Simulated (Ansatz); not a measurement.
# CH7BSi2: rotation by 120° about the Si1–Si2 bond, part 2 of 2

Wanted: the energy profile along the rotation by 120° about the Si1–Si2 bond, from relaxed end points and a band of images. SMILES of the start: [SiH3][SiH]1BC1.

Ansatz 0.2.0; RKS CAM-B3LYP/def2-SVP. Earlier steps stand in the parts before.

## Step 7: What the band shows

The 5 inner images lie between the fixed ends 0 and 6. Energy is taken from image 0, and the path length is the program's own coordinate along the band.

| image | path (Å) | energy (eV) | dihedral H5–Si1–Si2–C4 (°) | band force (eV/Å) |
| --- | --- | --- | --- | --- |
| 0 | 0.000 | 0.0000 | -34 | - |
| 1 | 0.735 | 0.0145 | -14 | 0.038 |
| 2 | 1.470 | 0.0392 | 7 | 0.023 |
| 3* | 2.206 | 0.0492 | 27 | 0.014 |
| 4 | 2.912 | 0.0354 | 47 | 0.006 |
| 5 | 3.617 | 0.0111 | 66 | 0.008 |
| 6 | 4.322 | 0.0000 | 86 | - |

The star marks the climbing image.

image, energy (eV) and a bar:
```
        0      0.000 
        1      0.015 #########
        2      0.039 ########################
        3      0.049 ##############################
        4      0.035 ######################
        5      0.011 #######
        6      0.000
```

How the highest energy settled:

```csv
iteration,highest image above image 0 (eV),largest band force (eV/Å)
1,2.3217,6.435
3,0.2959,0.796
5,0.1396,0.288
7,0.1010,0.191
9,0.0861,0.149
11,0.0680,0.162
13,0.0493,1.114
15,0.0492,0.680
17,0.0542,0.228
19,0.0494,0.104
21,0.0492,0.273
22,0.0492,0.038
```

Positions of all images (Å):

```xyz
11
image=0 dE=0.0000
Si   -1.277    1.487   -0.085
Si    0.265    0.011    0.846
B     1.841   -0.746    0.045
C     0.632   -1.397   -0.557
H    -0.998    1.601   -1.544
H    -1.152    2.831    0.544
H    -2.673    1.005    0.106
H    -0.045   -0.347    2.259
H     2.930   -1.138    0.355
H     0.026   -0.881   -1.313
H     0.517   -2.485   -0.634
11
image=1 dE=0.0145
Si   -1.290    1.490   -0.074
Si    0.192   -0.058    0.845
B     1.845   -0.731    0.118
C     0.683   -1.375   -0.587
H    -1.268    1.356   -1.557
H    -0.893    2.878    0.289
H    -2.676    1.256    0.417
H    -0.193   -0.500    2.215
H     2.934   -1.098    0.457
H     0.144   -0.817   -1.365
H     0.588   -2.457   -0.737
11
image=2 dE=0.0392
Si   -1.289    1.498   -0.072
Si    0.142   -0.105    0.843
B     1.840   -0.729    0.187
C     0.733   -1.344   -0.623
H    -1.586    1.159   -1.492
H    -0.668    2.849   -0.028
H    -2.564    1.541    0.695
H    -0.330   -0.619    2.160
H     2.905   -1.116    0.576
H     0.215   -0.769   -1.402
H     0.668   -2.421   -0.823
11
image=3 dE=0.0492
Si   -1.294    1.490   -0.077
Si    0.101   -0.143    0.850
B     1.836   -0.737    0.266
C     0.786   -1.295   -0.651
H    -1.904    1.001   -1.346
H    -0.532    2.734   -0.372
H    -2.379    1.814    0.890
H    -0.458   -0.736    2.099
H     2.869   -1.157    0.703
H     0.308   -0.671   -1.418
H     0.733   -2.357   -0.923
11
image=4 dE=0.0354
Si   -1.308    1.469   -0.081
Si    0.078   -0.160    0.858
B     1.833   -0.724    0.309
C     0.822   -1.255   -0.664
H    -2.221    0.878   -1.099
H    -0.490    2.524   -0.740
H    -2.127    2.092    0.996
H    -0.521   -0.802    2.063
H     2.850   -1.159    0.771
H     0.362   -0.611   -1.424
H     0.787   -2.308   -0.970
11
image=5 dE=0.0111
Si   -1.327    1.443   -0.069
Si    0.051   -0.187    0.864
B     1.830   -0.705    0.343
C     0.855   -1.209   -0.681
H    -2.489    0.833   -0.774
H    -0.543    2.244   -1.049
H    -1.838    2.342    1.003
H    -0.570   -0.885    2.026
H     2.838   -1.145    0.818
H     0.415   -0.538   -1.431
H     0.845   -2.249   -1.028
11
image=6 dE=0.0000
Si   -1.351    1.424   -0.046
Si    0.023   -0.228    0.852
B     1.827   -0.688    0.371
C     0.897   -1.167   -0.705
H    -2.693    0.880   -0.395
H    -0.710    1.958   -1.280
H    -1.531    2.533    0.932
H    -0.617   -0.982    1.967
H     2.829   -1.127    0.862
H     0.475   -0.468   -1.438
H     0.917   -2.191   -1.100
```

## Step 8: Frequencies at the highest image

The geometry is the highest inner image of the first converged band.

File input.yaml:

```yaml
crystal:
  periodic: [false, false, false]
  atoms:
    - { symbol: Si, position_ang: [-1.294201, 1.489791, -0.077292] }
    - { symbol: Si, position_ang: [0.100988, -0.143181, 0.85046] }
    - { symbol: B, position_ang: [1.835784, -0.736733, 0.266006] }
    - { symbol: C, position_ang: [0.786222, -1.295059, -0.651348] }
    - { symbol: H, position_ang: [-1.904418, 1.001086, -1.345912] }
    - { symbol: H, position_ang: [-0.532007, 2.734116, -0.37216] }
    - { symbol: H, position_ang: [-2.379123, 1.813772, 0.890014] }
    - { symbol: H, position_ang: [-0.458197, -0.736117, 2.098726] }
    - { symbol: H, position_ang: [2.869371, -1.156942, 0.703046] }
    - { symbol: H, position_ang: [0.307728, -0.670814, -1.417584] }
    - { symbol: H, position_ang: [0.733353, -2.356917, -0.923356] }
basis:
  gaussian: { orbitals: def2-SVP }
hamiltonian:
  xc: cam_b3lyp
phonons: {}
```

The run is started by

```sh
ansatz run input.yaml --threads 2 --pin off --max-ram 3072MiB --backend cpu --events-out ev --progress --plain --runs-dir out
```

The log of the run, shortened:

```text
Warning: RAYON_NUM_THREADS=2 ignored (pool sized by the plan → 2); use --threads N
[...]
Functional definition: CAM-B3LYP
[...]
1060 factors; integrals over basis functions are off by at most 3.7e-4 eV
415 factors; integrals over basis functions are off by at most 9.6e-7 eV
[...]
mean field -17572.95122269 eV, -645.7940460596 hartree, gradient 4.7e-5 eV, S^2 0.000000; 0 other end points of the search recorded, 0 dependent functions left out
[...]
reference -17572.95135735 eV, -645.7940510085 hartree; 23, 23 occupied and 76, 76 virtual orbitals, 1060 factors
[...]
1060 factors; integrals over basis functions are off by at most 3.7e-4 eV
415 factors; integrals over basis functions are off by at most 9.6e-7 eV
mean field -17572.95114539 eV, -645.7940432190 hartree, gradient 2.5e-6 eV, S^2 0.000000; 0 other end points of the search recorded, 0 dependent functions left out
[...]
reference -17572.95128006 eV, -645.7940481679 hartree; 23, 23 occupied and 76, 76 virtual orbitals, 1060 factors
[...]
WARN: phonons: modes at or below zero, which the zero-point energy, F, S and C_V leave out: 1, the lowest at -104.90 cm⁻¹. A minimum has none, and a first-order saddle one
[...]
Atom 2 at     1.835784    -0.736733     0.266006 Å, force     0.006012    -0.006269     0.002990 eV/Å
Atom 3 at     0.786222    -1.295059    -0.651348 Å, force    -0.010955     0.012468    -0.014185 eV/Å
Atom 4 at    -1.904418     1.001086    -1.345912 Å, force    -0.001311     0.000174     0.000973 eV/Å
Atom 5 at    -0.532007     2.734116    -0.372160 Å, force     0.000224     0.000049    -0.001908 eV/Å
Atom 6 at    -2.379123     1.813772     0.890014 Å, force     0.000730     0.001936     0.000322 eV/Å
Atom 7 at    -0.458197    -0.736117     2.098726 Å, force    -0.000616    -0.000126    -0.001203 eV/Å
Atom 8 at     2.869371    -1.156942     0.703046 Å, force    -0.001596     0.000569    -0.000174 eV/Å
Atom 9 at     0.307728    -0.670814    -1.417584 Å, force     0.001149    -0.002069     0.001805 eV/Å
Atom 10 at     0.733353    -2.356917    -0.923356 Å, force     0.007382    -0.002347     0.006958 eV/Å
Dipole moment:    -0.139248     0.011599    -0.085579 e Å
Vibrations: -104.90 129.93 146.56 323.21 413.52 512.36 547.19 558.08 592.70 643.71 699.21 762.07 809.17 876.67 909.89 950.17 960.93 967.80 1149.57 1399.36 2230.53 2242.37 2251.78 2254.88 2693.30 3120.43 3188.81 cm⁻¹, zero-point energy 1.942474 eV
```

It took 2 min on 2 threads of Arm Neoverse V1, shared host; peak memory 0.24 GiB.

Of 27 modes, 1 is imaginary by more than 30 cm⁻¹ (105i cm⁻¹).

## Step 9: Summary of results

What follows sums up all 2 parts.

| quantity | value |
| --- | --- |
| end A | 18 moves, 0.824 eV lower |
| end B | 18 moves, 0.835 eV lower |
| barrier forwards | 0.049 eV |
| barrier backwards | 0.049 eV |
| second end relative to first | 0.000 eV |
| highest image | 3 of 0 to 6, climbing |
| band iterations | 22 |
| imaginary modes at the top | 105i cm⁻¹ |

**Reading.** The barrier from the first end is 0.049 eV, 1.9 times kT at 300 K. The two ends lie within 1 meV of each other. The listed dihedral goes from -34° at end A through 27° at the highest image to 86° at end B. One imaginary mode, as a first-order saddle point has. These are electronic energies, with no zero-point or thermal terms.
